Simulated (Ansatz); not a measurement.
**C3H5ClOSi: how energies converge with the basis set**

One table from this session's results is given with a row withheld; the runs are named, their logs left out.

The runs use Ansatz 0.2.0, Gaussian basis; one geometry, several basis sets.

Levels to be run: PBE0-D4/def2-SVP; ωB97M-V/def2-SVP; PBE0-D4/def2-QZVPP; ωB97M-V/def2-QZVPP; the functionals' def2-TZVPP values are taken from earlier runs.

## The geometry

The geometry comes from an earlier relaxation with PBE0-D4 in a triple-zeta def2 set; it is a stationary point, not always the lowest conformer.

11 atoms, charge 0, spin multiplicity 1.

Atoms are counted from 1 here; the program's logs count them from 0.

Bond lengths: O1–C2 1.320 Å, O1–H7 0.963 Å, C2–C3 1.297 Å, C2–C6 1.458 Å, C3–Si4 1.810 Å, C3–C6 1.554 Å, Si4–Cl5 2.063 Å, Si4–H8 1.481 Å, Si4–H9 1.480 Å, C6–H10 1.091 Å, C6–H11 1.091 Å. Angles: C2–O1–H7 109.0°, O1–C2–C3 146.7°, O1–C2–C6 144.9°, C3–C2–C6 68.4°, C2–C3–Si4 154.9°, C2–C3–C6 60.8°, Si4–C3–C6 144.2°, C3–Si4–Cl5 109.8°, C3–Si4–H8 111.1°, C3–Si4–H9 110.6°, Cl5–Si4–H8 106.4°, Cl5–Si4–H9 108.0°, H8–Si4–H9 110.8°, C2–C6–C3 50.9°, C2–C6–H10 119.9°, C2–C6–H11 120.2°, C3–C6–H10 118.6°, C3–C6–H11 119.0° and more.

The first run:

in.yaml

```yaml
crystal:
  periodic: [false, false, false]
  atoms:
    - {symbol: O, position_ang: [-1.400493, -0.379139, 1.977833]}
    - {symbol: C, position_ang: [-0.558436, 0.093641, 1.077944]}
    - {symbol: C, position_ang: [-0.060391, -0.033937, -0.112328]}
    - {symbol: Si, position_ang: [0.163773, -0.838333, -1.718432]}
    - {symbol: Cl, position_ang: [2.093513, -1.548510, -1.879870]}
    - {symbol: C, position_ang: [0.429836, 1.128207, 0.795192]}
    - {symbol: H, position_ang: [-1.359095, 0.172278, 2.766410]}
    - {symbol: H, position_ang: [-0.020642, 0.125986, -2.827334]}
    - {symbol: H, position_ang: [-0.759372, -1.986914, -1.860333]}
    - {symbol: H, position_ang: [1.427288, 1.063016, 1.233115]}
    - {symbol: H, position_ang: [0.109519, 2.146704, 0.568603]}
basis:
  gaussian: {orbitals: def2-SVP}
hamiltonian: {xc: pbe0, dispersion: d4}
output: {orbitals: {seedname: orbitals}}
```

Run with:

```bash
$ ansatz run in.yaml --threads 4 --pin off --events-out ev --progress --plain --max-ram 10444MiB
```

Steps of the session up to this table: PBE0-D4 in def2-SVP; ωB97M-V in def2-SVP; PBE0-D4 in def2-QZVPP; ωB97M-V in def2-QZVPP.

One of the session's tables, all rows but one given; the rest of the session is left out.

It belongs to the step «Density functionals: the series». 

| functional | basis | HOMO (eV) | LUMO (eV) |
| --- | --- | --- | --- |
| PBE0-D4 | def2-SVP | -6.91 | -0.28 |
| PBE0-D4 | def2-TZVPP | -6.97 | -0.48 |
| PBE0-D4 | def2-QZVPP | ? | ? |
| ωB97M-V | def2-SVP | -9.04 | 1.81 |
| ωB97M-V | def2-TZVPP | -9.14 | 1.48 |
| ωB97M-V | def2-QZVPP | -9.17 | 1.21 |

**Question.** Estimate the row for PBE0-D4, def2-QZVPP.

**Answer.** HOMO (eV): -7.00; LUMO (eV): -0.57. In the column «HOMO (eV)» it lies between ωB97M-V, def2-SVP (-9.04) and PBE0-D4, def2-TZVPP (-6.97).
